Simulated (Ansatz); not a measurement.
# Si: a relaxation

The task, for Si: find the bulk's equilibrium cell, then relax bulk Fe.

Program: Ansatz 0.2.0. Level of theory: DFT r2SCAN, scalar-relativistic, plane waves, PAW. These are calculated values, not measurements.

1 further run of the same task is left out (set aside as unsound or not needed).

## (1) The starting structure

It takes space group Fd-3m (No. 227, cubic). The conventional cell has a = 5.444 Å, b = 5.444 Å, c = 5.444 Å, α = 90.00°, β = 90.00°, γ = 90.00°. Si (site symmetry -43m) has 4 Si at 2.36 Å as nearest neighbours.

Coordinates:

```
Si
1.0
     0.00000    2.72185    2.72185
     2.72185    0.00000    2.72185
     2.72185    2.72185    0.00000
Si
2
Cartesian
  4.0828 4.0828 4.0828
  2.7219 2.7219 2.7219
```

The structure comes from the Materials Project (structure only).

(A quick probe on a coarse mesh, which set the mesh and smearing, is not shown.)

## (3) Full relaxation

Contents of input.yaml:

```yaml
crystal:
  lattice:
    - [0.0, 2.72185119, 2.72185119]
    - [2.72185119, 0.0, 2.72185119]
    - [2.72185119, 2.72185119, 0.0]
  atoms:
    - { symbol: Si, position: [0.75, 0.75, 0.75] }
    - { symbol: Si, position: [0.5, 0.5, 0.5] }
basis:
  ecutwfc: 500
kpoints:
  mp_grid: { grid: [8, 8, 8] }
hamiltonian:
  xc: r2scan
scf:
  occupations: { method: gaussian, width: 0.02 }
output:
  forces: true
  stress: true
  eigenvalues: true
  write_density: true
  write_potential: true
  elf: true
  volumetric_format: npy
relax:
  adjacent_minimum: "off"
  f_tol: 0.005
  max_steps: 80
  cell: { stress_tol: 0.05 }
```

Launch:

```bash
> ansatz run input.yaml --threads 8 --pin off --max-ram 20480MiB --backend cpu --events-out ev --progress --plain --runs-dir out
```

Further runs follow: quick check of gap, pressure and forces (Fe); full relaxation (Fe).

Q: Predict the outcome of this session. Wanted: bulk: relaxed cell; bulk: volume.

The runs gave:

```
                         quantity                                                                      value
bulk: relaxed cell (conventional)  a = 5.444 Å, b = 5.444 Å, c = 5.444 Å, α = 90.00°, β = 90.00°, γ = 90.00°
       bulk: space group (0.01 Å)                                                            Fd-3m (No. 227)
                     bulk: volume                                                              20.16 Å³/atom
```

In words: Relaxation left the bulk's volume within 0.5 % of the start. Other magnetic orders or occupations could lie lower; they were not searched in full.
